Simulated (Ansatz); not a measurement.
# TePb and its elements: a formation energy from the elements

Run with Ansatz 0.2.0, Python API.

Script `formation.py`:
```python
"""Heat of formation of TePb at zero temperature, after relaxing cells and atoms."""

from collections import Counter
import warnings

import ansatz
import numpy as np

PHASES = {
    "TePb": (
        [(0.0, 3.231, 3.231), (3.231, 0.0, 3.231), (3.231, 3.231, 0.0)],
        [
            ("Te", (0.5, 0.5, 0.5)),
            ("Pb", (0.0, 0.0, 0.0)),
        ],
    ),
    "Te": (
        [(4.454, 0.0, 0.0), (-2.227, 3.857277, 0.0), (0.0, 0.0, 5.924)],
        [
            ("Te", (0.269, 0.0, 1 / 3)),
            ("Te", (0.0, 0.269, 2 / 3)),
            ("Te", (0.731, 0.731, 0.0)),
        ],
    ),
    "Pb": (
        [(0.0, 2.47502, 2.47502), (2.47502, 0.0, 2.47502), (2.47502, 2.47502, 0.0)],
        [
            ("Pb", (0.0, 0.0, 0.0)),
        ],
    ),
}


def build(vectors, sites):
    crystal = ansatz.Crystal(lattice=ansatz.Lattice.of(vectors))
    for symbol, position in sites:
        crystal = crystal.atom(symbol, position)
    return crystal


def solve(name, crystal):
    calc = (
        crystal.calculation()
        .scf(tolerance=1e-10)
        .functional("lda")
        .basis(500)
        .kpoints(spacing=0.14)
        .occupations("fermi_dirac", width=0.05)
        .stress()
    )
    calc = calc.relax(force_tolerance=0.03, max_steps=40, cell=True)
    return calc.run(threads=1, backend="cpu")


def counts(outcome):
    return Counter(site.symbol for site in outcome.lattice.sites)

def formation_energy(outcome, mu):
    n = counts(outcome)
    return (outcome.report["energy_sigma0_ev"] - sum(k * mu[element] for element, k in n.items())) / sum(n.values())


def volume_per_atom(outcome):
    return abs(np.linalg.det(outcome.lattice.cell_ang)) / len(outcome.lattice.sites)


def main() -> None:
    warnings.simplefilter("ignore")

    phases = {name: build(*cell) for name, cell in PHASES.items()}

    done = {}
    for name, crystal in phases.items():
        done[name] = solve(name, crystal)
        print(f"{name}: {done[name].report['energy_sigma0_ev']:.4f} eV, {len(done[name].lattice.sites)} atoms")

    # chemical potentials of the elements at zero temperature
    references = {"Te": "Te", "Pb": "Pb"}
    mu = {element: done[name].report["energy_sigma0_ev"] / len(done[name].lattice.sites) for element, name in references.items()}

    target = done["TePb"]
    heat = formation_energy(target, mu)
    for element, value in mu.items():
        print(f"mu({element}) = {value:.4f} eV from {references[element]}, {volume_per_atom(done[references[element]]):.2f} A^3/atom")
    print(f"formation energy of TePb: {heat:.4f} eV/atom = {96.4853 * heat:.1f} kJ/mol of atoms")


if __name__ == "__main__":
    main()
```

Running `python formation.py` prints:
```text
TePb: -18430.2709 eV, 2 atoms
Te: -20481.5984 eV, 3 atoms
Pb: -11602.3581 eV, 1 atoms
mu(Te) = -6827.1995 eV from Te, 31.36 A^3/atom
mu(Pb) = -11602.3581 eV from Pb, 29.04 A^3/atom
formation energy of TePb: -0.3566 eV/atom = -34.4 kJ/mol of atoms
```

The formation energy is -0.357 eV an atom (-34.4 kJ per mole of atoms), so TePb lies below the reference phases.

Absolute energies stand on the zero of these potentials, so only differences at equal settings mean something. Spin-orbit coupling, which matters for elements this heavy, is left out. The cells come from databases of deposited and of computed structures, and not all need be stable phases. The compound is the structure given, not necessarily its lowest; energies are at zero temperature, with no correction for gases. A semilocal functional's error on such energies is often 0.05 to 0.1 eV an atom, and 0.1 to 0.3 eV against gases such as O2 or F2. Run time: 3.7 min on 1 thread of Arm Neoverse V2, on a shared host, peak memory 0.69 GiB.
